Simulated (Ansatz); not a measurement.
A run of Ansatz 0.2.0 is set up as follows.

File input.yaml:

```yaml
crystal:
  lattice:
    - [0.0, 2.31, 2.31]
    - [2.31, 0.0, 2.31]
    - [2.31, 2.31, 0.0]
  atoms:
    - { symbol: Hf, position: [0.5, 0.5, 0.5] }
    - { symbol: B, position: [0.0, 0.0, 0.0] }
hamiltonian:
  xc: pbesol
  pseudopotentials: { kind: paw }
kpoints:
  mp_grid: { grid: [7, 7, 7] }
scf:
  occupations: { method: fermi_dirac, width: 0.05 }
output:
  forces: true
  stress: true
elastic:
  mode: relaxed_ion
  stencil: two_point
```

Potentials or basis: Ansatz PAW.

Launch:

```console
$ ansatz run input.yaml --threads 2 --pin off --max-ram 5632MiB --backend cpu --events-out ev --progress --plain --runs-dir out
```

(1) Predict the elastic constants C11, C12, C44.

(2) What does it give for the Voigt bulk modulus?

(3) What does it give for the pressure?

Answers

(1) 590, 98, 31 GPa.

(2) 262 GPa.

(3) 23.2 GPa.

Caveat: the cell is more than 3 GPa from zero pressure, which shifts response properties; elastic constants of metals need much finer meshes, so these are rough; so large a pressure means that the cell lies far from this level's equilibrium, or that cutoff or potentials fall short; the PAW data sets come from PBE, with cores solved anew for the run's functional, which leaves a small shift of forces and pressure.
